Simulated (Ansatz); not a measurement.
I need a ladder of methods at one geometry of C2H4AlN, SMILES C=C=[N][AlH2]. Use Ansatz 0.2.0 through its Python package. Settings (for the species named): MP2, def2-SVP basis, multiplicity 1. The script varies method: mp2, ccsd, ccsd_t.

```xyz
8

C    -0.1867    1.8690    0.1899
C     0.0235    0.7009    0.5820
N     0.2502   -0.4740    0.9638
Al    0.2797   -1.9244   -0.2563
H    -0.4950    2.0856   -0.8734
H    -0.1912    2.7548    0.8744
H    -0.1545   -1.6686   -1.7755
H     0.5662   -3.4006    0.2393
```

Script `c2h4aln_methods.py`:
```python
"""C2H4AlN at several levels of theory."""

import ansatz as az

geometry_ang = [
    ("C", [-0.1867, 1.869, 0.1899]),
    ("C", [0.0235, 0.7009, 0.582]),
    ("N", [0.2502, -0.474, 0.9638]),
    ("Al", [0.2797, -1.9244, -0.2563]),
    ("H", [-0.495, 2.0856, -0.8734]),
    ("H", [-0.1912, 2.7548, 0.8744]),
    ("H", [-0.1545, -1.6686, -1.7755]),
    ("H", [0.5662, -3.4006, 0.2393]),
]
mol = az.Crystal.molecule()
for symbol, xyz in geometry_ang:
    mol = mol.atom(symbol, xyz)

calculation = mol.calculation().basis(gaussian="def2-SVP")

methods = ["mp2", "ccsd", "ccsd_t"]
reports = [calculation.correlation(m).run(threads=1, pin="off").report for m in methods]
print(f"Hartree-Fock reference {reports[0]['reference_energy_ev'] / 27.211386246:.6f} Ha")
best = reports[-1]["free_energy_ev"] - reports[-1]["reference_energy_ev"]
for method, each in zip(methods, reports):
    gained = each["free_energy_ev"] - each["reference_energy_ev"]
    print(f"{method:8s} total {each['free_energy_ev'] / 27.211386246:.6f} Ha  correlation {gained:9.4f} eV  ({100 * gained / best:.1f} % of the last)")
```

```console
$ python c2h4aln_methods.py
Hartree-Fock reference -374.199738 Ha
mp2      total -374.682812 Ha  correlation  -13.1451 eV  (90.3 % of the last)
ccsd     total -374.714103 Ha  correlation  -13.9966 eV  (96.1 % of the last)
ccsd_t   total -374.734953 Ha  correlation  -14.5639 eV  (100.0 % of the last)
```

What to keep in mind:
- Total energies depend on the basis set; only differences at equal settings carry meaning.
- The geometry is a force-field or estimated start, not a minimum of this method, and the basis set is short of its limit. A lower total doesn't mark the better method: functionals have no common bound, and MP2 and coupled cluster aren't variational.
- Inner cores stay frozen, so this is valence correlation.
- Hardware and time: 12 s on 1 thread of Arm Neoverse N1, with other jobs on the host, peak memory 0.29 GiB.
